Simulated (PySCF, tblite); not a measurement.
# C7H11OPS: geometry, infrared bands and NMR shifts

Wanted: the infrared bands and NMR shifts of C7H11OPS (`CSc1cpc(C(C)C)o1`), by calculation.

The runs use tblite 0.8.0 and PySCF 2.14.0, with density-fitted response routines of our own; the level of theory stands in each step. All values are computed, except where a source is named. Atoms count from 0, in the outputs and in this text.

### 1 The molecule as given

21 atoms, charge 0, multiplicity 1; geometry from: force field or distance geometry start.

Bonds of the start (Å): C0–S1 1.82, S1–C2 1.82, C2–C3 1.38, C3–P4 1.86, P4–C5 1.89, C5–C6 1.48, C6–C7 1.51, C6–C8 1.52, C5–O9 1.25, O9–C2 1.26, C0–H10 1.09, C0–H11 1.08, C0–H12 1.12, C3–H13 1.08, C6–H14 1.12, C7–H15 1.10, C7–H16 1.11, C7–H17 1.13, C8–H18 1.13, C8–H19 1.12, C8–H20 1.11.

### 2 Geometry optimisation with GFN2-xTB

Job settings and geometry (Å):

```
{"job": {"kind": "relax", "xc": "GFN2-xTB", "basis": "xTB"}, "charge": 0, "multiplicity": 1}
C      4.109000     0.379600     0.318900
S      3.157900    -1.164000     0.463800
C      1.548800    -0.887100    -0.330400
C      1.407100    -1.151400    -1.679800
P     -0.377000    -0.707700    -1.955300
C     -0.599500    -0.214600    -0.140500
C     -1.766000     0.307800     0.608600
C     -2.185300     1.654900     0.058800
C     -2.912700    -0.690300     0.616600
O      0.549000    -0.447300     0.306100
H      4.278300     0.848900     1.292500
H      5.063200     0.143800    -0.129400
H      3.507200     1.101000    -0.286700
H      2.166000    -1.538500    -2.349700
H     -1.505600     0.485500     1.678300
H     -2.962700     2.162000     0.654400
H     -1.282600     2.295900     0.075500
H     -2.482600     1.556300    -1.031200
H     -3.877200    -0.207300     0.282000
H     -3.115700    -1.075300     1.644600
H     -2.728500    -1.525800    -0.097400
```

Run with:

```
OMP_NUM_THREADS=1 python probes_run.py task.json out
```

The driver reads the jobs from task.json and runs them one after another.

**Question.** This job is followed by: GFN2-xTB harmonic vibrations, gas phase; GIAO PBE0/pcSseg-1 NMR shielding, non-relativistic, gas phase. Predict these results of the whole session: strongest single infrared mode (GFN2-xTB); zero-point energy (GFN2-xTB); ¹³C shifts against TMS (PBE0/pcSseg-1, means over atoms taken as alike); ¹H shifts against TMS (PBE0/pcSseg-1, means over atoms taken as alike); ³³S shifts against CS2 (PBE0/pcSseg-1); ³¹P shifts against H3PO4 (PBE0/pcSseg-1); ¹⁷O shifts against H2O (PBE0/pcSseg-1).

As calculated:

```
                                                               quantity                                      value
                              strongest single infrared mode (GFN2-xTB)                      1476 cm⁻¹, 103 km/mol
                                           zero-point energy (GFN2-xTB)                             103.0 kcal/mol
¹³C shifts against TMS (PBE0/pcSseg-1, means over atoms taken as alike)  219.2, 158.5, 120.4, 37.5, 28.9, 18.8 ppm
 ¹H shifts against TMS (PBE0/pcSseg-1, means over atoms taken as alike)                 6.69, 3.03, 2.62, 1.37 ppm
                                 ³³S shifts against CS2 (PBE0/pcSseg-1)                                     15 ppm
                               ³¹P shifts against H3PO4 (PBE0/pcSseg-1)                                  119.1 ppm
                                 ¹⁷O shifts against H2O (PBE0/pcSseg-1)                                  352.4 ppm
```

What this shows: Over 222 steps the energy fell by 1.758 eV; of the close pairs, P4–C5 changed most, 1.894 to 1.716 Å. No mode is imaginary among the 57: a minimum at this level. The strongest single mode, at 1476 cm⁻¹, moves mainly C2 and C3. Unscaled tight-binding wavenumbers are off by several per cent, some by more. Its intensities can rank the bands wrongly. NICS(1)zz of -22 ppm above the planar ring from C2 marks a diatropic (aromatic) ring current.
